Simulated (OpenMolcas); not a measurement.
**Ti²⁺ among point charges: CASSCF and CASPT2 levels and susceptibility**

How does a field of 6 point charges split the states of Ti²⁺, and what χT follows?

Method: state-averaged CASSCF and CASPT2, spin-orbit coupling by RASSI with atomic mean-field integrals. Code: OpenMolcas 26.06.

### 1 Starting point

```
Species                           : Ti²⁺ (titanium, Z = 22, 20 electrons)
Basis                             : ANO-RCC-VDZP [5s4p2d1f], 34 functions
Scalar Hamiltonian                : DKH2, point nucleus
Inactive shells                   : 1s 2s 2p 3s 3p
Active space                      : 2 electrons in 5 orbitals (3d)
Some configurations of this space : 3d²
Orbitals                          : optimised for each spin and parity, averaged over all roots
```

The outer shells:

3d2
```
3d [↑ ][↑ ][  ][  ][  ]
```

The ion sits among 6 point charges of -0.75 e arranged as a trigonal prism (D3h), 2 Å from the ion, with a polar angle of 42.2° against the regular 49.1°.

Each step is its own input file, run in one work folder so that later steps find the files of earlier ones. Labels, J, g values, rates, χT and fits are worked out afterwards by a script from the matrices that RASSI stores.

### 2 Basis and integrals

The input, a.inp:

```
&GATEWAY
Coord
1

Ti 0.0 0.0 0.0
Basis=ANO-RCC-VDZP
Group=NoSym
NoMove
AngMom=0.0 0.0 0.0
AMFI
XField
6 Angstrom 0
1.344113 0.000000 1.480999 -0.750000
-0.672057 1.164036 1.480999 -0.750000
-0.672057 -1.164036 1.480999 -0.750000
1.344113 0.000000 -1.480999 -0.750000
-0.672057 1.164036 -1.480999 -0.750000
-0.672057 -1.164036 -1.480999 -0.750000
&SEWARD
```

Command:

```console
> OMP_NUM_THREADS=1 MOLCAS_MEM=1689 MOLCAS_PROJECT=a pymolcas a.inp > a.log
```

### 3 Reference wave functions, triplets, 10 roots

The input, a.inp:

```
&RASSCF
FileOrb=start.orb
Symmetry=1
Spin=3
nActEl=2 0 0
Inactive=9
Ras2=5
CIRoot=10 10 1
SDav=10
CIMx=300
Iter=120 100
PrWF=0.3
OrbListing=Nothing
MaxOrb=0
>>> COPY $Project.JobIph JOB001
```

start.orb holds the contracted functions of the basis, ordered by shell, or the orbitals of the step before.

### 4 CASSCF: singlets, 15 roots

The input, a.inp:

```
&RASSCF
FileOrb=start.orb
Symmetry=1
Spin=1
nActEl=2 0 0
Inactive=9
Ras2=5
CIRoot=15 15 1
SDav=15
CIMx=300
Iter=120 100
PrWF=0.3
OrbListing=Nothing
MaxOrb=0
>>> COPY $Project.JobIph JOB002
```

### 5 RASSI: spin-orbit coupling between the states

The input, a.inp:

```
&RASSI
NrOfJobIphs=2 10 15
1 2 3 4 5 6 7 8 9 10
1 2 3 4 5 6 7 8 9 10 11 12 13 14 15
IphNames
JOB001
JOB002
EJob
SpinOrbit
DIPRint=1.0
SOCoupling=1000.0
Subsets=2
Property=9
'ANGMOM' 1 'ANGMOM' 2 'ANGMOM' 3 'MLTPL  1' 1 'MLTPL  1' 2 'MLTPL  1' 3
'AMFI' 1 'AMFI' 2 'AMFI' 3
SOProperty=3
'ANGMOM' 1 'ANGMOM' 2 'ANGMOM' 3
```

### 6 CASPT2: IPEA 0.25, imaginary shift 0.1 (closed shells correlated: 3s 3p)

The input, a.inp:

```
>>> COPY JOB001 $Project.JobIph
&CASPT2
Multistate=10 1 2 3 4 5 6 7 8 9 10
NoMult
Frozen=5
IPEA=0.25
Imaginary=0.1
MaxIter=60
WThr=0.0 0.3 0.05
PrWF=0.5
NoMix
>>> COPY JOB002 $Project.JobIph
&CASPT2
Multistate=15 1 2 3 4 5 6 7 8 9 10 11 12 13 14 15
NoMult
Frozen=5
IPEA=0.25
Imaginary=0.1
MaxIter=60
WThr=0.0 0.3 0.05
PrWF=0.5
NoMix
```

(Steps that only read results are left out.)

What does the calculation give? Wanted: spin-free ground state; first state of the same spin within the active space; lowest level; next level.

As calculated:

| quantity | value |
| --- | --- |
| method | SS-CASPT2, IPEA 0.25, imaginary shift 0.1 (closed shells correlated: 3s 3p) |
| spin-free ground state | 3E, 2-fold in its orbital part |
| first state of the same spin within the active space | 3A2 at 2280 cm⁻¹ |
| lowest level | 2-fold E, g = 0.00, 0.00, 0.03 |
| next level | 113.5 cm⁻¹ |
| χT at 300 K | 1.15 cm³ K/mol |
| effective moment at 300 K | 3.03 μB |

Cost by method:

```tsv
method	time of its own steps	time with the reference
A. CASSCF	7.3 s	7.3 s
B. SS-CASPT2, IPEA 0.25, imaginary shift 0.1, +3s 3p	2.5 s	9.8 s
```

Times are of one thread on a shared host.

**Reading.** The spin-free ground state (3E) comes to 100 % from free-ion F terms and keeps the highest spin of the shell. χT at 300 K is 1.15, against 1.00 cm³ K/mol for the spin alone, so orbital moment adds to it. CASPT2 does not keep the components of a term degenerate, and the means are used. The field of point charges can differ much from that of real complexes. Point charges carry no covalency, so the field is a model and not that of real ligands.
